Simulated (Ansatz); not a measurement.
# FH5NOSbSi: the cost of one run

Computed with the Python package of Ansatz 0.2.0. Level of theory: r2SCAN/def2-TZVP.

### 1 The system

Bond lengths: N1–Si2 1.746 Å, Si2–F3 1.701 Å, Si2–O4 1.788 Å, O4–Sb5 1.976 Å, N1–H6 1.068 Å, N1–H7 1.027 Å, Si2–H8 1.428 Å, Sb5–H9 1.697 Å, Sb5–H10 1.774 Å. Angles: N1–Si2–F3 110.7°, N1–Si2–O4 108.5°, N1–Si2–H8 109.7°, F3–Si2–O4 110.7°, F3–Si2–H8 108.1°, O4–Si2–H8 109.1°, Si2–N1–H6 110.5°, Si2–N1–H7 110.9°, H6–N1–H7 106.8°, Si2–O4–Sb5 106.2°, O4–Sb5–H9 92.0°, O4–Sb5–H10 89.8°, H9–Sb5–H10 92.4°.

The script holds or builds the structure itself.

### 2 Script

ip.py reads:

```python
"""Vertical ionisation energy of FH5NOSbSi."""

import ansatz
from ase import Atoms


def total_energy(molecule, charge=0, unpaired=0):
    calc = molecule.calculation().basis(gaussian="def2-TZVP").functional("r2SCAN")
    if charge:
        calc = calc.charge(charge)
    if unpaired:
        calc = calc.spin("collinear", total=unpaired)
    report = calc.run().report
    if report["published_state_doubts"]:
        print("  doubts:", report["published_state_doubts"])
    return report["free_energy_ev"]

atoms = Atoms(["N", "Si", "F", "O", "Sb", "H", "H", "H", "H", "H"], positions=[
    [-1.5506, 0.895, 0.7072],
    [-0.9834, -0.5061, -0.1663],
    [-0.9371, -0.1948, -1.8375],
    [0.6427, -0.9332, 0.4408],
    [1.864, 0.4712, -0.2219],
    [-0.9821, 1.7584, 0.4389],
    [-1.4363, 0.7669, 1.7199],
    [-1.869, -1.6036, 0.0551],
    [2.108, -0.3481, -1.6884],
    [3.2269, -0.3568, 0.5552],
])
system = ansatz.Crystal.molecule_from_ase(atoms)

# delta-SCF style differences, no relaxation
parent = total_energy(system, 0, 0)
cation = total_energy(system, 1, 1)
print(f"E(N)   = {parent:.5f} eV")
print(f"E(N-1) = {cation:.5f} eV  (1 unpaired)")
print(f"vertical ionisation energy {cation - parent:.3f} eV")
```

### 3 The input behind the calls

The engine receives this input (first run):

```yaml
crystal:
  periodic: [false, false, false]
  atoms:
    - { symbol: "N", position_ang: [-1.5506, 0.895, 0.7072] }
    - { symbol: Si, position_ang: [-0.9834, -0.5061, -0.1663] }
    - { symbol: F, position_ang: [-0.9371, -0.1948, -1.8375] }
    - { symbol: O, position_ang: [0.6427, -0.9332, 0.4408] }
    - { symbol: Sb, position_ang: [1.864, 0.4712, -0.2219] }
    - { symbol: H, position_ang: [-0.9821, 1.7584, 0.4389] }
    - { symbol: H, position_ang: [-1.4363, 0.7669, 1.7199] }
    - { symbol: H, position_ang: [-1.869, -1.6036, 0.0551] }
    - { symbol: H, position_ang: [2.108, -0.3481, -1.6884] }
    - { symbol: H, position_ang: [3.2269, -0.3568, 0.5552] }
basis:
  gaussian:
    orbitals: def2-TZVP
hamiltonian:
  xc: r2scan
```

### 4 Launch

The run is started by

```bash
python ip.py
```

Q: Estimate wall time and peak memory on 1 thread of Arm Neoverse V1, shared host.

About 75 s, with a peak of 0.73 GiB.
